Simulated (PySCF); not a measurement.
# BiH12O6 (Bi(H2O)63+): the cost of one run

Program: PySCF 2.14.0. Level of theory: r2SCAN, Bi def2-SVP with ECP60, O def2-SVP, H def2-SVP; scalar-relativistic core potentials, no spin–orbit coupling. These are calculated values, not measurements.

5 further runs of the same task are left out: 2 for a known fault of the program, 2 that didn't finish, 1 set aside as unsound or not needed.

## (1) The starting structure

19 atoms, charge 3, spin multiplicity 1.

Bond lengths: Bi1–O2 2.300 Å, Bi1–O5 2.300 Å, Bi1–O8 2.300 Å, Bi1–O11 2.300 Å, Bi1–O14 2.300 Å, Bi1–O17 2.300 Å, O2–H3 0.970 Å, O2–H4 0.970 Å, O5–H6 0.970 Å, O5–H7 0.970 Å, O8–H9 0.970 Å, O8–H10 0.970 Å, O11–H12 0.970 Å, O11–H13 0.970 Å, O14–H15 0.970 Å, O14–H16 0.970 Å, O17–H18 0.970 Å, O17–H19 0.970 Å. Angles: O2–Bi1–O5 180.0°, O2–Bi1–O8 90.0°, O2–Bi1–O11 90.0°, O2–Bi1–O14 90.0°, O2–Bi1–O17 90.0°, O5–Bi1–O8 90.0°, O5–Bi1–O11 90.0°, O5–Bi1–O14 90.0°, O5–Bi1–O17 90.0°, O8–Bi1–O11 90.0°, O8–Bi1–O14 180.0°, O8–Bi1–O17 90.0°, O11–Bi1–O14 90.0°, O11–Bi1–O17 180.0°, O14–Bi1–O17 90.0°, Bi1–O2–H3 127.5°, Bi1–O2–H4 127.5°, H3–O2–H4 105.1° and more.

Geometry (Å):

```xyz
19
BiH12O6
Bi    0.0000    0.0000    0.0000
O     0.0000    0.0000    2.3000
H     0.5445    0.5445    2.8900
H    -0.5445   -0.5445    2.8900
O     0.0000    0.0000   -2.3000
H     0.5445   -0.5445   -2.8900
H    -0.5445    0.5445   -2.8900
O     2.3000    0.0000    0.0000
H     2.8900   -0.5445    0.5445
H     2.8900    0.5445   -0.5445
O     0.0000    2.3000    0.0000
H     0.5445    2.8900    0.5445
H    -0.5445    2.8900   -0.5445
O    -2.3000    0.0000    0.0000
H    -2.8900    0.5445    0.5445
H    -2.8900   -0.5445   -0.5445
O     0.0000   -2.3000    0.0000
H    -0.5445   -2.8900    0.5445
H     0.5445   -2.8900   -0.5445
```

Formal oxidation states: Bi +3.

## (2) SCF at the start, singlet

The input, run.py (the lines that set the calculation):

```python
mol = gto.M(atom='''
Bi     0.00000     0.00000     0.00000
O      0.00000     0.00000     2.30000
H      0.54450     0.54450     2.89000
H     -0.54450    -0.54450     2.89000
O      0.00000     0.00000    -2.30000
H      0.54450    -0.54450    -2.89000
H     -0.54450     0.54450    -2.89000
O      2.30000     0.00000     0.00000
H      2.89000    -0.54450     0.54450
H      2.89000     0.54450    -0.54450
O      0.00000     2.30000     0.00000
H      0.54450     2.89000     0.54450
H     -0.54450     2.89000    -0.54450
O     -2.30000     0.00000     0.00000
H     -2.89000     0.54450     0.54450
H     -2.89000    -0.54450    -0.54450
O      0.00000    -2.30000     0.00000
H     -0.54450    -2.89000     0.54450
H      0.54450    -2.89000    -0.54450''',
    basis={'Bi': 'def2-SVP', 'O': 'def2-SVP', 'H': 'def2-SVP'},
    ecp={'Bi': 'def2-SVP'},
    charge=3, spin=0)
mf = dft.RKS(mol, xc='R2SCAN')
mf.grids.atom_grid = (50, 194)
mf = mf.density_fit()  # fitting sets: Bi def2-universal-JKFIT, O def2-universal-JKFIT, H def2-universal-JKFIT
mf.conv_tol = 1e-08; mf.max_cycle = 55
mf.kernel(dm0)  # dm0: free metal ions and neutral atoms
```

Command:

```bash
OMP_NUM_THREADS=4 python run.py
```

What time and memory should one allow on 4 threads of Arm Neoverse V1, shared host?

About 9.4 s, with a peak of 1.2 GiB.
